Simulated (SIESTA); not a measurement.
Here is a SIESTA 5.4.2 calculation.

The input Zr3S2.fdf:

```
SystemName                      Zr3S2
SystemLabel                     Zr3S2
NumberOfSpecies                 2
NumberOfAtoms                   5
%block ChemicalSpeciesLabel
  1  40 Zr
  2  16 S
%endblock ChemicalSpeciesLabel

LatticeConstant                 1.0 Ang
%block LatticeVectors
     2.9025379727     1.6757810799     3.4877732718
    -2.9025379727     1.6757810799     3.4877732718
     0.0000000000    -3.3515621597     3.4877732718
%endblock LatticeVectors
AtomicCoordinatesFormat         Fractional
%block AtomicCoordinatesAndAtomicSpecies
     0.8387270000     0.5000000000     0.1612730000  1  Zr
     0.5000000000     0.1612730000     0.8387270000  1  Zr
     0.1612730000     0.8387270000     0.5000000000  1  Zr
     0.6650230000     0.6650230000     0.6650230000  2  S
     0.3349770000     0.3349770000     0.3349770000  2  S
%endblock AtomicCoordinatesAndAtomicSpecies

%block kgrid.MonkhorstPack
    6   0   0  0.0
    0   6   0  0.0
    0   0   6  0.0
%endblock kgrid.MonkhorstPack
XC.Functional                   GGA
XC.Authors                      PBE
PAO.BasisSize                   DZP
PAO.EnergyShift                 0.003 Ry
Mesh.Cutoff                     800 Ry
OccupationFunction              FD
ElectronicTemperature           0.05 eV
MaxSCFIterations                120
SCF.MustConverge                false
SCF.Mixer.Method                Pulay
SCF.Mixer.Weight                0.25
SCF.Mixer.History               8
SCF.DM.Tolerance                5.0e-05
SCF.H.Tolerance                 1.0e-03 eV
WriteForces                     true
Charge.Mulliken                 end
%block PAO.Basis
  Zr 5
  n=4 0 2
    3.497 0.000
  n=5 0 2
    9.041 0.000
  n=4 1 2
    4.057 0.000
  n=5 1 1
    9.041
  n=4 2 2
    7.356 0.000
%endblock PAO.Basis
```

Potentials or basis: PseudoDojo 0.4 standard (PBE files), DZP (energy shift 0.003 Ry; two zetas on semicore shells).

Launch:

```sh
$ siesta Zr3S2.fdf > Zr3S2.out 2>&1
```

(1) Predict the band gap on the k mesh.

(2) Predict the pressure.

(3) Predict the largest force.

Answers

(1) none (metal or under the smearing width).

(2) 0.6 GPa.

(3) 0.072 eV/Å.

Caveat: the basis of atomic orbitals isn't converged, which shifts pressures, moduli and gaps.
